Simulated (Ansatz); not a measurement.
# FH3O2SSi: how energies converge with the basis set

An exercise on one series of results from a longer session: the logs are not shown, and one member is left open.

The runs use Ansatz 0.2.0, Gaussian basis; one geometry, several basis sets.

Levels to be run: PBE0-D4/def2-SVP; ωB97M-V/def2-SVP; PBE0-D4/def2-QZVPP; ωB97M-V/def2-QZVPP; the functionals' def2-TZVPP values are taken from earlier runs.

**Structure used throughout**

The geometry comes from an earlier relaxation with PBE0-D4 in a triple-zeta def2 set; it is a stationary point, not always the lowest conformer.

SMILES `O[Si](O)(F)S`, 8 atoms, charge 0, spin multiplicity 1.

Atoms are counted from 1 here; the program's logs count them from 0.

Bond lengths: O1–Si2 1.625 Å, O1–H6 0.959 Å, Si2–O3 1.618 Å, Si2–F4 1.594 Å, Si2–S5 2.109 Å, O3–H7 0.959 Å, S5–H8 1.344 Å. Angles: Si2–O1–H6 118.2°, O1–Si2–O3 108.5°, O1–Si2–F4 109.5°, O1–Si2–S5 110.6°, O3–Si2–F4 109.5°, O3–Si2–S5 110.7°, F4–Si2–S5 108.1°, Si2–O3–H7 118.0°, Si2–S5–H8 93.2°.

The first run:

in.yaml reads:

```yaml
crystal:
  periodic: [false, false, false]
  atoms:
    - {symbol: O, position_ang: [0.170461, 1.617513, 0.221427]}
    - {symbol: Si, position_ang: [0.036673, 0.029372, -0.095763]}
    - {symbol: O, position_ang: [1.523667, -0.586193, -0.266918]}
    - {symbol: F, position_ang: [-0.781830, -0.176642, -1.447417]}
    - {symbol: S, position_ang: [-1.003761, -0.950635, 1.454979]}
    - {symbol: H, position_ang: [-0.632742, 2.138324, 0.272006]}
    - {symbol: H, position_ang: [2.128762, -0.142802, -0.864803]}
    - {symbol: H, position_ang: [-1.348930, -1.986037, 0.670689]}
basis:
  gaussian: {orbitals: def2-SVP}
hamiltonian: {xc: pbe0, dispersion: d4}
output: {orbitals: {seedname: orbitals}}
```

Command:

```bash
ansatz run in.yaml --threads 4 --pin off --events-out ev --progress --plain --max-ram 10444MiB
```

Steps of the session up to this table: PBE0-D4 in def2-SVP; ωB97M-V in def2-SVP; PBE0-D4 in def2-QZVPP; ωB97M-V in def2-QZVPP.

One of the session's tables, all rows but one given; the rest of the session is left out.

It belongs to the step «Functionals by basis». 

```
functional       basis  HOMO (eV)  LUMO (eV)
   PBE0-D4    def2-SVP      -7.69       0.76
   PBE0-D4  def2-TZVPP      -7.87       0.25
   PBE0-D4  def2-QZVPP          ?          ?
   ωB97M-V    def2-SVP      -9.87       2.57
   ωB97M-V  def2-TZVPP     -10.09       1.83
   ωB97M-V  def2-QZVPP     -10.14       1.25
```

Q: Estimate the row for PBE0-D4, def2-QZVPP from the others.

As computed: HOMO (eV): -7.91; LUMO (eV): -0.08. In the column «HOMO (eV)» it lies between ωB97M-V, def2-SVP (-9.87) and PBE0-D4, def2-TZVPP (-7.87).
